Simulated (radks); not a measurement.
# As³⁻ held by a Watson sphere

Aim: the size and levels of As³⁻ inside a shell of charge +2.66 and radius R, which stands for the Madelung well of a crystal, for several R.

Program: radks (a radial shooting solver on a logarithmic mesh, Libxc functionals) version 1. Level of theory: scalar-relativistic Kohn-Sham, LDA (Slater exchange, Perdew-Wang correlation), spin-unpolarised, spherical densities, point nucleus. These are calculated values, not measurements, unless marked.

## Step 1: Starting point

```
element       : arsenic (Z = 33)
charge        : -3
electrons     : 36
configuration : [Kr]
```

Outer shells as boxes (Hund's rule):

As³⁻
```
[Ar] core
3d [↑↓][↑↓][↑↓][↑↓][↑↓]
4s [↑↓]
4p [↑↓][↑↓][↑↓]
```

## Step 2: R = 2.82 bohr

Settings of this run:

```text
Z 33
configuration [Kr]
relativity scalar-relativistic
functional lda,pw
spin unpolarised
nucleus point
c 137.035999084
watson charge 2.66 radius 2.82 bohr
response adiabatic LDA kernel
```

## Step 3: R = 3.14 bohr

Changes since step 2:

```diff
@@ -7,3 +7,3 @@
 c 137.035999084
-watson charge 2.66 radius 2.82 bohr
+watson charge 2.66 radius 3.14 bohr
 response adiabatic LDA kernel
```

## Step 4: R = 3.43 bohr

Changes since step 3:

```diff
@@ -7,3 +7,3 @@
 c 137.035999084
-watson charge 2.66 radius 3.14 bohr
+watson charge 2.66 radius 3.43 bohr
 response adiabatic LDA kernel
```

## Step 5: R = 3.56 bohr

Changes since step 4:

```diff
@@ -7,3 +7,3 @@
 c 137.035999084
-watson charge 2.66 radius 3.43 bohr
+watson charge 2.66 radius 3.56 bohr
 response adiabatic LDA kernel
```

## Step 6: R = 3.65 bohr

Changes since step 5:

```diff
@@ -7,3 +7,3 @@
 c 137.035999084
-watson charge 2.66 radius 3.56 bohr
+watson charge 2.66 radius 3.65 bohr
 response adiabatic LDA kernel
```

## Step 7: R = 4.84 bohr

Changes since step 6:

```diff
@@ -7,3 +7,3 @@
 c 137.035999084
-watson charge 2.66 radius 3.65 bohr
+watson charge 2.66 radius 4.84 bohr
 response adiabatic LDA kernel
```

## Step 8: R = 5.13 bohr

Changes since step 7:

```diff
@@ -7,3 +7,3 @@
 c 137.035999084
-watson charge 2.66 radius 4.84 bohr
+watson charge 2.66 radius 5.13 bohr
 response adiabatic LDA kernel
```

Q: Predict the outcome of this session. Wanted: for each run, R; highest level; its <r>; sum of <r²>; α.

**Answer**, as computed:

| R (bohr) | highest level (eV) | its <r> (bohr) | sum of <r²> (bohr²) | α (bohr³) |
| --- | --- | --- | --- | --- |
| 2.82 | -4.129 | 2.739 | 72.60 | 65.38 |
| 3.14 | -3.709 | 2.868 | 78.32 | 81.90 |
| 3.43 | -3.353 | 2.984 | 83.69 | 100.6 |
| 3.56 | -3.203 | 3.035 | 86.16 | 110.2 |
| 3.65 | -3.103 | 3.070 | 87.89 | 117.5 |
| 4.84 | -2.063 | 3.523 | 112.8 | 264.0 |
| 5.13 | -1.880 | 3.630 | 119.6 | 318.3 |

From R = 2.82 to 5.13 bohr the top level moves from -4.129 to -1.880 eV and its mean radius from 2.74 to 3.63 bohr. A wider sphere makes a shallower well, so the ion swells. The polarisability goes from 65.4 to 318 bohr³. Response by self-consistent Sternheimer equations with the Hartree and adiabatic LDA kernel, the relativistic mass of each level held fixed and spin-orbit coupling left out. The sphere does not respond.
